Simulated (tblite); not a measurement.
# C5H10BF3O2: the cost of one run

Computed with tblite 0.8.0 and PySCF 2.14.0, with density-fitted response routines of our own, on a single molecule in the gas phase. Atoms are numbered from 0 throughout.

## Step 1: Starting geometry

21 atoms, charge 0, multiplicity 1; geometry from: force field or distance geometry start.

Bonds of the start (Å): B0–O1 1.49, O1–C2 1.41, C2–C3 1.50, C3–C4 1.52, C4–C5 1.53, C5–O6 1.42, O6–C7 1.42, C7–F8 1.38, C7–F9 1.38, C7–F10 1.39, C5–O1 1.42, B0–H11 1.19, B0–H12 1.19, B0–H13 1.20, C2–H14 1.12, C2–H15 1.13, C3–H16 1.12, C3–H17 1.11, C4–H18 1.11, C4–H19 1.11, C5–H20 1.12.

## Step 2: Optimising the geometry with GFN2-xTB

What the job is given:

```
{"job": {"kind": "relax", "xc": "GFN2-xTB", "basis": "xTB"}, "charge": 0, "multiplicity": 1}
B     -0.656600     1.992700    -0.534500
O     -0.828800     0.673200     0.143800
C     -1.759600    -0.149200    -0.516800
C     -1.459600    -1.573600    -0.144100
C     -0.016100    -1.538300     0.320800
C      0.382100    -0.073600     0.143400
O      1.186600     0.335600     1.244400
C      2.567600     0.342600     0.925400
F      3.287700     0.632800     2.062000
F      2.827200     1.306700    -0.026300
F      2.968100    -0.905100     0.457500
H     -0.306000     1.869200    -1.664400
H      0.124700     2.664200     0.064300
H     -1.699900     2.581400    -0.526800
H     -1.710600    -0.054000    -1.632500
H     -2.803000     0.120200    -0.185600
H     -2.112500    -1.903300     0.706100
H     -1.596000    -2.272400    -1.000600
H      0.060400    -1.850800     1.383300
H      0.626200    -2.198700    -0.306500
H      0.909200     0.017500    -0.840700
```

On the command line:

```console
OMP_NUM_THREADS=1 python probes_run.py task.json out
```

This one command runs all jobs of the session in turn.

**Question.** How long does this first job take on 1 thread of Arm Neoverse N1, shared host, and how much memory does it need?

About 3.7 s, with a peak of 0.18 GiB.
